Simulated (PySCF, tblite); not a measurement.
**C3H10Ge2: geometry, infrared bands and NMR shifts**

What infrared bands and NMR shifts should C3H10Ge2 (`C=[CH][GeH2][CH2][GeH3]`) show?

The runs use tblite 0.8.0 and PySCF 2.14.0, with density-fitted response routines of our own; the level of theory stands in each step. All values are computed, except where a source is named. Atoms count from 0, in the outputs and in this text.

## 1. The molecule as given

15 atoms, charge 0, multiplicity 1; geometry from: force field or distance geometry start.

Bonds of the start (Å): C0–C1 1.35, C1–Ge2 1.90, Ge2–C3 1.92, C3–Ge4 1.95, C0–H5 1.09, C0–H6 1.09, C1–H7 1.09, Ge2–H8 1.54, Ge2–H9 1.57, C3–H10 1.12, C3–H11 1.11, Ge4–H12 1.55, Ge4–H13 1.55, Ge4–H14 1.56.

## 2. Relaxing the molecule with GFN2-xTB

The job: settings as JSON, then the geometry in Å.

```
{"job": {"kind": "relax", "xc": "GFN2-xTB", "basis": "xTB"}, "charge": 0, "multiplicity": 1}
C     -2.546600    -0.861300     0.224200
C     -2.203300     0.204700    -0.528600
Ge    -0.445900     0.936200    -0.497000
C      0.792800    -0.515400    -0.259400
Ge     2.633700     0.110300    -0.140900
H     -1.832700    -1.347800     0.887400
H     -3.573700    -1.224500     0.158400
H     -2.999700     0.616200    -1.144500
H     -0.224500     2.061000     0.536100
H     -0.157600     1.540700    -1.913600
H      0.699300    -1.120900    -1.196300
H      0.545200    -1.195600     0.583900
H      3.383200    -0.878200     0.785800
H      3.323200     0.154500    -1.528900
H      2.602300     1.528200     0.505800
```

Launch:

```console
$ OMP_NUM_THREADS=1 python probes_run.py task.json out
```

This one command runs all jobs of the session in turn.

**Question.** This job is followed by: GFN2-xTB harmonic vibrations, gas phase; GIAO PBE0/pcSseg-1 NMR shielding, non-relativistic, gas phase. Predict these results of the whole session: strongest single infrared mode (GFN2-xTB); zero-point energy (GFN2-xTB); 13C shifts against TMS (PBE0/pcSseg-1); 1H shifts against TMS (PBE0/pcSseg-1, means over atoms taken as alike); 73Ge shifts against GeMe4 (PBE0/pcSseg-1).

**Answer**, as computed:

| quantity | value |
| --- | --- |
| strongest single infrared mode (GFN2-xTB) | 2083 cm⁻¹, 536 km/mol |
| zero-point energy (GFN2-xTB) | 65.0 kcal/mol |
| 13C shifts against TMS (PBE0/pcSseg-1) | 143.4, 140.1, -16.0 ppm |
| 1H shifts against TMS (PBE0/pcSseg-1, means over atoms taken as alike) | 6.61, 6.49, 6.07, 4.16, 3.63, 0.15 ppm |
| 73Ge shifts against GeMe4 (PBE0/pcSseg-1) | -144, -231 ppm |

**Reading.** Relaxing lowered the energy by 0.341 eV in 107 steps; the close pair that moved most is Ge4–H14, from 1.559 to 1.493 Å. No mode is imaginary among the 39: a minimum at this level. The strongest single mode, at 2083 cm⁻¹, moves mainly H14 and H13. Unscaled tight-binding wavenumbers are off by several per cent, some by more. Its intensities can rank the bands wrongly. C1 (alkene CH) lies farthest downfield among carbon, at 143.4 ppm; as expected for a trigonal carbon in a double bond. H7 (hydrogen on an alkene CH) lies farthest downfield among hydrogen, at 6.61 ppm; olefinic region. At PBE0/pcSseg-1: Shielding is most anisotropic at Ge2 (span 267 ppm, paramagnetic term -1281 ppm). Spin-orbit coupling is left out, which matters for shieldings and couplings at and beside the heavy atoms.
